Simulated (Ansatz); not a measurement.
C₂H₆SiSn, SMILES C=[C]1[SiH2][SnH2]1, a rigid scan of one bond length

Program: the Python package of Ansatz (0.2.0).

Notebook, run cell by cell (the value of a cell's last expression is shown):

In [1]:
```python
import ansatz as az
import matplotlib.pyplot as plt
import numpy as np
```

In [2]:
```python
geometry = (
    az.Crystal.molecule()
    .atom("C", [-1.36, 1.0168, -0.8402])
    .atom("C", [-0.4811, 0.2842, -0.3071])
    .atom("Si", [0.2646, -1.431, -0.1682])
    .atom("Sn", [1.3755, 0.1138, 1.0971])
    .atom("H", [-2.1182, 0.6344, -1.5714])
    .atom("H", [-1.4559, 2.1297, -0.5963])
    .atom("H", [1.0309, -1.8257, -1.3777])
    .atom("H", [-0.5451, -2.3552, 0.548])
    .atom("H", [0.7357, 0.3725, 2.7789])
    .atom("H", [2.6369, 1.0092, 0.4398])
)

symbols = [site.symbol for site in geometry.cartesian_sites]
start = np.array([site.position_ang for site in geometry.cartesian_sites])
axis = (start[4] - start[0]) / np.linalg.norm(start[4] - start[0])
moving = [4]
lengths, energies = [0.986, 1.031, 1.076, 1.121, 1.165, 1.21, 1.255, 1.322], []
for length in lengths:
    xyz = start.copy()
    xyz[moving] += (length - np.linalg.norm(start[4] - start[0])) * axis
    point = az.Crystal.molecule()
    for symbol, place in zip(symbols, xyz):
        point = point.atom(symbol, place.tolist())
    setup = (
        point.calculation()
        .basis(gaussian="def2-SVP")
        .functional("pbe")
    )
    r = setup.run(threads=1).report
    energies.append(r["free_energy_ev"])
    print(f"r = {length:6.3f} A  E = {energies[-1]:.5f} eV  <S^2> = {abs(r['mean_field']['state']['spin_squared']):.3f}")
```
```text
r =  0.986 A  E = -15865.48192 eV  <S^2> = 0.000
r =  1.031 A  E = -15865.67871 eV  <S^2> = 0.000
r =  1.076 A  E = -15865.77580 eV  <S^2> = 0.000
r =  1.121 A  E = -15865.79597 eV  <S^2> = 0.000
r =  1.165 A  E = -15865.75870 eV  <S^2> = 0.000
r =  1.210 A  E = -15865.67647 eV  <S^2> = 0.000
r =  1.255 A  E = -15865.56100 eV  <S^2> = 0.000
r =  1.322 A  E = -15865.34658 eV  <S^2> = 0.000
```

In [3]:
```python
# quartic fit about the minimum
fit = np.polynomial.Polynomial.fit(lengths, np.array(energies) - min(energies), 4).convert()
roots = [r.real for r in fit.deriv().roots() if abs(r.imag) < 1e-9 and fit.deriv(2)(r.real) > 0]
r_e = min(roots, key=lambda r: abs(r - lengths[int(np.argmin(energies))]))
print(f"minimum of the fit at {r_e:.4f} A, force constant {fit.deriv(2)(r_e):.2f} eV/A^2")
plt.figure(figsize=(4.5, 3))
plt.plot(lengths, np.array(energies) - min(energies), "o-")
plt.xlabel("bond length (A)")
plt.ylabel("E - E(min) (eV)")
plt.tight_layout()
plt.savefig("scan.png", dpi=100)
```
```text
minimum of the fit at 1.1120 A, force constant 30.75 eV/A^2
```

Notes:
- Total energies depend on the basis set; only differences at equal settings carry meaning.
- The rest of the molecule is held rigid at a force-field or estimated start geometry, and the basis set is modest; single-reference methods fail as a bond breaks.
- def2 sets replace the cores of elements past krypton by effective core potentials.
- The orbitals are restricted, so S² is zero by construction.
- Hardware and time: 25 s on 1 thread of Arm Neoverse V1 (shared host), peak memory 0.24 GiB.
